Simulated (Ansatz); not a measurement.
**Rb (Rb (111), 6 layers): how the settings move a single-point run**

How sensitive is a single-point run of Rb (Rb (111), 6 layers) to its settings? A reference run comes first, then one run with altered input.

Computed with Ansatz 0.2.0 (reference: DFT, PBE, PAW with Ansatz's default frozen-core files, scalar-relativistic, unless a step's input says otherwise).

## (1) The starting structure

It takes space group P-3m1 (No. 164, trigonal). The conventional cell has a = 8.021 Å, b = 8.021 Å, c = 28.186 Å, α = 90.00°, β = 90.00°, γ = 120.00°.

Structure file:

```xyz
6
Lattice="8.0211 0.0000 0.0000 -4.0106 6.9465 0.0000 0.0000 0.0000 28.1865" Properties=species:S:1:pos:R:3 pbc="T T T"
Rb    0.0000    2.3155   10.3757
Rb    0.0000    6.9465   11.7298
Rb    4.0106    4.6310   13.0091
Rb    0.0000    2.3155   15.1774
Rb    0.0000    6.9465   16.4567
Rb    4.0106    4.6310   17.8108
```

## (2) The reference run

input.yaml

```yaml
crystal:
  lattice:
    - [8.0211376235, 0.0, 0.0]
    - [-4.0105688117, 6.9465089492, 0.0]
    - [0.0, 0.0, 28.1865]
  atoms:
    - { symbol: Rb, position: [0.1666666667, 0.3333333333, 0.3681102255] }
    - { symbol: Rb, position: [0.5, 1.0, 0.4161502719] }
    - { symbol: Rb, position: [0.8333333333, 0.6666666667, 0.4615372309] }
    - { symbol: Rb, position: [0.1666666667, 0.3333333333, 0.5384626877] }
    - { symbol: Rb, position: [0.5, 1.0, 0.5838498951] }
    - { symbol: Rb, position: [0.8333333333, 0.6666666667, 0.6318896883] }
kpoints:
  mp_grid: { grid: [6, 6, 1] }
scf:
  occupations: { method: fermi_dirac, width: 0.1 }
hamiltonian:
  xc: pbe
  pseudopotentials: { kind: paw }
output:
  forces: true
  stress: true
  eigenvalues: true
efield:
  axis: 3
  amplitude: 0.3
  dipole_correction: true
```

Started as:

```console
ansatz run input.yaml --threads 2 --pin off --max-ram 5120MiB --backend cpu --events-out ev --progress --plain --runs-dir out
```

## (3) Changed: mixing.algorithm anderson, mixing.beta 0.9

input.yaml: that of step 2 with these lines changed.

```diff
@@ -16,2 +16,3 @@
   occupations: { method: fermi_dirac, width: 0.1 }
+  mixing: { algorithm: anderson, beta: 0.9 }
 hamiltonian:
```

Q: Predict the outcome of this session. Wanted: for each run, ending; energy change; gap; force.

**Answer**, as computed:

```
                                          run     ending  energy change  gap (eV)  force (eV/Å)  cycles  time
                                    reference  converged              0      0.00          0.02       9  20 s
1: mixing.algorithm anderson, mixing.beta 0.9  converged   0.0 meV/atom      0.00          0.02       9  24 s
```

Residual by cycle in the longest SCF loop of each run; runs are numbered as in the table. The quantity is the density residual dr2, in eV.

```
cycle  reference    run 1
    1       1.68     1.68
    2      0.207   0.0735
    3      0.026   0.0128
    4    0.00125  0.00153
    5     1.9e-4   1.1e-4
    6     1.3e-5   1.3e-5
    7     3.2e-6   2.1e-6
    8     2.3e-7   2.2e-7
    9     2.8e-8   5.5e-8
```

Energy and cycle count are those of the reference, so the change (mixing) left the result and the number of cycles as they were.
